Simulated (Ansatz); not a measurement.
CH₆FNO₂Si, SMILES NC(O)(O)[SiH2]F, a geometry optimisation

With Ansatz 0.2.0, Python API.

Run as a notebook:

```python
import itertools

import ansatz
from ase.data import atomic_numbers, covalent_radii
import numpy as np
```

```python
mol = (
    ansatz.Crystal.molecule()
    .atom('N', (-0.7224, -0.2893, 1.3121))
    .atom('C', (-0.1782, -0.3378, -0.0085))
    .atom('O', (-1.2534, -0.6504, -0.9214))
    .atom('O', (0.7188, -1.4728, 0.0062))
    .atom('Si', (0.7972, 1.3633, -0.4115))
    .atom('F', (1.115, 1.3651, -1.9748))
    .atom('H', (-1.5102, -0.9096, 1.3253))
    .atom('H', (-0.0405, -0.5449, 1.9685))
    .atom('H', (-0.8798, -0.3994, -1.7484))
    .atom('H', (0.0155, -2.2031, 0.1859))
    .atom('H', (-0.0732, 2.5573, -0.0929))
    .atom('H', (2.0882, 1.4662, 0.3936))
)
```

```python
job = mol.calculation().basis(gaussian='def2-SVP').functional('pbe')
symbols = [site.symbol for site in mol.cartesian_sites]
start = np.array([site.position_ang for site in mol.cartesian_sites], dtype=float)
rep = job.relax(force_tolerance=0.005).run(threads=1, pin='off').report
end = np.array(rep['positions_ang'])
```

    

```python
print(f'E = {rep["free_energy_ev"]:.6f} eV = {rep["free_energy_ev"] / 27.211386246:.7f} Ha')
print('converged:', rep['converged'], ' doubts:', rep['published_state_doubts'] or 'none')
```

    E = -17290.753218 eV = -635.4234607 Ha
    converged: True  doubts: none

```python
radius = [covalent_radii[atomic_numbers[s]] for s in symbols]
span = lambda where, i, j: np.linalg.norm(where[i] - where[j])
bonded = [(i, j) for i, j in itertools.combinations(range(len(symbols)), 2) if min(span(start, i, j), span(end, i, j)) < 1.2 * (radius[i] + radius[j])]
print('pair        before    after (A)')
for i, j in bonded:
    print(f'{symbols[i]}{i}-{symbols[j]}{j}'.ljust(10), f'{span(start, i, j):8.4f} {span(end, i, j):8.4f}')
```

    pair        before    after (A)
    N0-C1        1.4292   1.4491
    N0-H6        1.0028   1.0296
    N0-H7        0.9804   1.0251
    C1-O2        1.4447   1.4165
    C1-O3        1.4467   1.4141
    C1-Si4       2.0019   1.9214
    O2-H8        0.9415   0.9766
    O3-H9        1.0297   0.9830
    Si4-F5       1.5953   1.6498
    Si4-H10      1.5115   1.4970
    Si4-H11      1.5249   1.5014

```python
charges = rep['charge_distribution']
dipole = np.array(charges['dipole_moment_e_ang']) * 4.803205
print('dipole (D): {:.3f} {:.3f} {:.3f}, length {:.3f}'.format(*dipole, np.linalg.norm(dipole)))
print('atom  Mulliken   Lowdin')
for symbol, m, l in zip(symbols, charges['mulliken_charges_e'], charges['lowdin_charges_e']):
    print(f'{symbol:4s} {m:9.3f} {l:8.3f}')
with open('ch6fno2si_opt.xyz', 'w') as handle:
    handle.write(f'{len(symbols)}\nrelaxed CH6FNO2Si\n')
    handle.writelines(f'{s:2s} {x:11.6f} {y:11.6f} {z:11.6f}\n' for s, (x, y, z) in zip(symbols, end))
```

    dipole (D): -1.088 -2.112 1.312, length 2.714
    atom  Mulliken   Lowdin
    N       -0.168    0.117
    C       -0.044   -0.344
    O       -0.236    0.130
    O       -0.224    0.110
    Si       0.624    0.228
    F       -0.317   -0.036
    H        0.107    0.001
    H        0.113    0.006
    H        0.178   -0.015
    H        0.137   -0.033
    H       -0.077   -0.080
    H       -0.091   -0.086

`ch6fno2si_opt.xyz`, as written:
```text
12
relaxed CH6FNO2Si
N    -0.647430   -0.196011    1.332684
C    -0.163765   -0.355977   -0.023877
O    -1.330592   -0.487676   -0.816111
O     0.717723   -1.444266   -0.219816
Si    0.770366    1.289027   -0.360214
F     1.379692    1.302055   -1.893307
H    -1.550689   -0.673033    1.461348
H     0.038772   -0.563714    1.999628
H    -1.029276   -0.534247   -1.743890
H     0.196511   -2.256996   -0.035086
H    -0.215783    2.411609   -0.268780
H     1.911472    1.453829    0.601521
```

What to keep in mind:
- Total energies depend on the basis set; only differences at equal settings carry meaning.
- The end point is the stationary point reached from this start; no frequency run checks that it is a minimum, and the basis set is modest.
- The Löwdin charges here are taken after orthogonalising the functions within each atom; they differ from plain Löwdin charges, and their signs can be unphysical.
- Timing: 94 s on 1 thread of Arm Neoverse V2, on a shared host, peak memory 0.25 GiB.

(Lines on the test bed's own set-up are left out of the output.)
